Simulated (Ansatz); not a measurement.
I need a comparison of norm-conserving and PAW potentials of YCoO3, space group Pm-3m. Use the Ansatz DFT code, driven from Python. Use (first run): LDA, PAW, the default cutoff (420 eV here), 5×5×5 k-points, Fermi-Dirac smearing of 0.1 eV, collinear spin.

The script reads `ycoo3.cif`:
```cif
data_YCoO3
_cell_length_a 3.785831
_cell_length_b 3.785831
_cell_length_c 3.785831
_cell_angle_alpha 90.00000
_cell_angle_beta 90.00000
_cell_angle_gamma 90.00000
_symmetry_space_group_name_H-M 'P 1'
_symmetry_Int_Tables_number 1
loop_
_symmetry_equiv_pos_as_xyz
'x, y, z'
loop_
_atom_site_label
_atom_site_type_symbol
_atom_site_fract_x
_atom_site_fract_y
_atom_site_fract_z
Y1 Y    0.000000    0.000000    0.000000
Co2 Co    0.500000    0.500000    0.500000
O3 O    0.500000    0.500000    0.000000
O4 O    0.500000    0.000000    0.500000
O5 O    0.000000    0.500000    0.500000
```

`run_nc_paw.py`:
```python
"""Two kinds of potentials on YCoO3."""

import ansatz as az
from ase.io import read
import numpy as np
import pandas as pd


def count_gap(report):
    # lowest empty less highest filled band, counting bands; zero where they overlap
    return max(report.get("gap_by_band_count_ev") or 0.0, 0.0)

atoms = read("ycoo3.cif")
system = az.Crystal.from_ase(atoms).moments(Co=2.5)

model = (
    system.calculation()
    .functional("lda")
    .kpoints(length=20)  # sampling of the Brillouin zone
    .occupations("fermi_dirac", width=100 * az.meV)  # the run then minimises F = E - TS
    .spin(az.SpinTreatment.COLLINEAR)  # spin-polarised run
    .stress()  # GPa
    .forces()  # eV per angstrom
    .band_table()
)
variants = {
    "PAW": model.pseudopotentials("paw"),
    "norm-conserving": model.pseudopotentials("nc"),
}
# totals differ by the cores that each treatment holds, so compare what does not depend on them
rows = []
for label, variant in variants.items():
    summary = variant.run(threads=1, pin="off").report
    levels = np.array(summary["eigenvalues_ev"][0]) - summary["fermi_energy_ev"]
    print(label, "levels at the first k-point near E_F:", np.round(levels[np.abs(levels) < 5], 3))
    rows.append((label, summary["n_electrons"], np.trace(summary["stress_gpa"]) / 3, count_gap(summary), summary["magnetization_mub"]))
print(pd.DataFrame(rows, columns=["treatment", "electrons in bands", "P GPa", "gap by band count eV", "moment muB"]).round(4).to_string(index=False))
```

`python run_nc_paw.py` gives:
```text
DeckWarning: basis.ecutwfc = 420 eV, auto-derived from the records' recommended cutoffs: set by Y (normal level)
PAW levels at the first k-point near E_F: [-2.899 -2.899 -2.899 -2.415 -2.415 -2.415 -2.087 -2.087 -2.087 -1.324
 -1.324  1.462  1.462  3.548  3.62   3.62 ]
DeckWarning: basis.ecutwfc = 1306.14654 eV, auto-derived from the records' recommended cutoffs: set by Co (normal level)
norm-conserving levels at the first k-point near E_F: [-2.929 -2.929 -2.929 -2.398 -2.398 -2.398 -2.132 -2.132 -2.132 -1.385
 -1.385  1.443  1.443  3.54   3.601  3.601]
      treatment  electrons in bands    P GPa  gap by band count eV  moment muB
            PAW                46.0 -20.5422                   0.0      1.0753
norm-conserving                46.0 -20.7786                   0.0      1.0872
```
(Warnings from the package without file and line.)

PAW gives -20.542 GPa and norm-conserving -20.779 GPa, 0.24 GPa apart. They took 3.0 and 7.9 s of processor time.

Caveats:
- Total energies depend on the potentials; only differences at equal settings carry meaning. A total without «per atom» is that of the whole cell that was run.
- Other magnetic orders than the one started from may lie lower.
- The computed bands are complete only to about 3.6 eV above the Fermi level.
- The mesh is modest for a metal, so energies can be off by several to tens of meV an atom and pressures by half a GPa or more; differences at equal mesh fare better.
- A gap by band count of zero or less means overlapping bands, a metal.
- With one magnetic atom the cell can hold only ferromagnetic order.
- Without a Hubbard U or exact exchange, semilocal functionals often make such 3d compounds metallic or too weakly gapped.
- At these settings the cell as given stands under about -21 GPa, so it isn't at this functional's equilibrium volume.
- This cell is a computed structure, which may not be the phase found in nature.
- Gaps and levels are Kohn-Sham values on a finite set of k-points, without spin-orbit coupling.
- Stress is positive in compression.
- Run time: 12 s on 1 thread of Arm Neoverse V2, on a shared host, peak memory 0.65 GiB.
